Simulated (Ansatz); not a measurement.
**CH6OSi2: a ladder of functionals and wavefunction methods**

How much do the methods differ for CH6OSi2? The plan is to run it at one geometry with functionals of several rungs and with coupled cluster, and see how far each lands from CCSD(T) at the basis-set limit for the atomisation energy.

Computed with Ansatz 0.2.0, Gaussian basis. Level: functionals in def2-TZVPP, the program's frozen cores in correlated methods.

Plan: LDA (SPW92), PBE-D4, revPBE-D4, BLYP-D4, r2SCAN-D4, B97M-V, PBE0-D4, B3LYP-D4, r2SCANh-D4, r2SCAN0-D4, HSE06-D4, BHLYP-D4, CAM-B3LYP-D4, LC-ωPBE, ωB97X-V, ωB97M-V, B2PLYP, PBE-QIDH; CCSD(T)/def2-SVP; CCSD(T)/def2-TZVPP; MP2/def2-QZVPP; extrapolation to the limit; RPA on PBE.

## 1. The relaxed structure

An earlier PBE0-D4 in a triple-zeta def2 set relaxation fixed the geometry.

SMILES `O=C([SiH3])[SiH3]`, 10 atoms, charge 0, spin multiplicity 1.

Atoms are counted from 1 here; the program's logs count them from 0.

Bond lengths: O1–C2 1.212 Å, C2–Si3 1.942 Å, C2–Si4 1.942 Å, Si3–H5 1.488 Å, Si3–H6 1.488 Å, Si3–H7 1.482 Å, Si4–H8 1.482 Å, Si4–H9 1.488 Å, Si4–H10 1.488 Å. Angles: O1–C2–Si3 119.9°, O1–C2–Si4 119.9°, Si3–C2–Si4 120.3°, C2–Si3–H5 108.3°, C2–Si3–H6 108.3°, C2–Si3–H7 109.7°, H5–Si3–H6 108.2°, H5–Si3–H7 111.1°, H6–Si3–H7 111.1°, C2–Si4–H8 109.7°, C2–Si4–H9 108.3°, C2–Si4–H10 108.3°, H8–Si4–H9 111.1°, H8–Si4–H10 111.1°, H9–Si4–H10 108.2°.

## 2. LDA

This LDA is Slater exchange with PW92 correlation.

in.yaml reads:

```yaml
crystal:
  periodic: [false, false, false]
  atoms:
    - {symbol: O, position_ang: [1.571284, -0.710476, -1.068959]}
    - {symbol: C, position_ang: [0.633605, -0.287530, -0.427836]}
    - {symbol: Si, position_ang: [-0.073302, 1.482795, -0.801127]}
    - {symbol: Si, position_ang: [-0.155312, -1.382578, 0.969163]}
    - {symbol: H, position_ang: [-1.508167, 1.344434, -1.168578]}
    - {symbol: H, position_ang: [0.012334, 2.292012, 0.444233]}
    - {symbol: H, position_ang: [0.700817, 2.109093, -1.899002]}
    - {symbol: H, position_ang: [0.551497, -2.683210, 1.044099]}
    - {symbol: H, position_ang: [-0.052696, -0.642376, 2.255477]}
    - {symbol: H, position_ang: [-1.596961, -1.573362, 0.655629]}
basis:
  gaussian: {orbitals: def2-TZVPP}
hamiltonian: {xc: lda}
output: {orbitals: {seedname: orbitals}}
```

Started as:

```console
$ ansatz run in.yaml --threads 2 --pin off --events-out ev --progress --plain --max-ram 4352MiB
```

Further steps of the session: PBE-D4 (GGA); revPBE-D4 (GGA); BLYP-D4 (GGA); r2SCAN-D4 (meta-GGA); B97M-V (meta-GGA); PBE0-D4 (hybrid); B3LYP-D4 (hybrid); r2SCANh-D4 (hybrid); r2SCAN0-D4 (hybrid); HSE06-D4 (hybrid); BHLYP-D4 (hybrid); CAM-B3LYP-D4 (range-separated); LC-ωPBE (range-separated); ωB97X-V (range-separated); ωB97M-V (range-separated); B2PLYP (double hybrid); PBE-QIDH (double hybrid); CCSD(T) in def2-SVP; CCSD(T) in def2-TZVPP; MP2 in def2-QZVPP; RPA on PBE orbitals.

**Question.** What will the summary of the whole plan be? Wanted: atomisation energy, CCSD(T)/CBS; farthest beyond LDA; mean size of error, GGA; mean size of error, meta-GGA; mean size of error, hybrid; mean size of error, range-separated; mean size of error, double hybrid; gap, smallest and largest; T1 diagnostic.

The runs gave:

| quantity | value |
| --- | --- |
| atomisation energy, CCSD(T)/CBS | 785.5 kcal/mol |
| functionals within 3.9 kcal/mol (0.5 %) | BLYP-D4, r2SCAN-D4, B97M-V, B3LYP-D4, CAM-B3LYP-D4, ωB97M-V |
| farthest beyond LDA | BHLYP-D4 (-21.2 kcal/mol) |
| mean size of error, GGA | 5.0 kcal/mol |
| mean size of error, meta-GGA | 0.7 kcal/mol |
| mean size of error, hybrid | 9.5 kcal/mol |
| mean size of error, range-separated | 4.5 kcal/mol |
| mean size of error, double hybrid | 11.7 kcal/mol |
| gap, smallest and largest | 2.09 eV (LDA (SPW92)), 9.65 eV (LC-ωPBE) |
| T1 diagnostic | 0.0157 |
| triples share of the correlation energy | 3.9 % |

LDA overbinds by 101.3 kcal/mol (13 %). PBE-D4 is off by +5.9 kcal/mol. Double hybrids carry the basis error of their MP2 part in triple zeta, and no dispersion term here, so their miss is partly the set-up's. By mean error the best rung here is meta-GGA (0.7 kcal/mol) and the worst beyond LDA is double hybrid (11.7 kcal/mol). The reference freezes the cores and leaves out relativity and excitations past (T), so misses under about 3.9 kcal/mol can't be ranked. Hartree-Fock recovers 72 % of the binding; the rest is correlation. CCSD(T) in def2-SVP is off by -48.9 kcal/mol, so the small basis spoils what the method gains. Orbital gaps span 2.1 to 9.7 eV; exact exchange widens them.
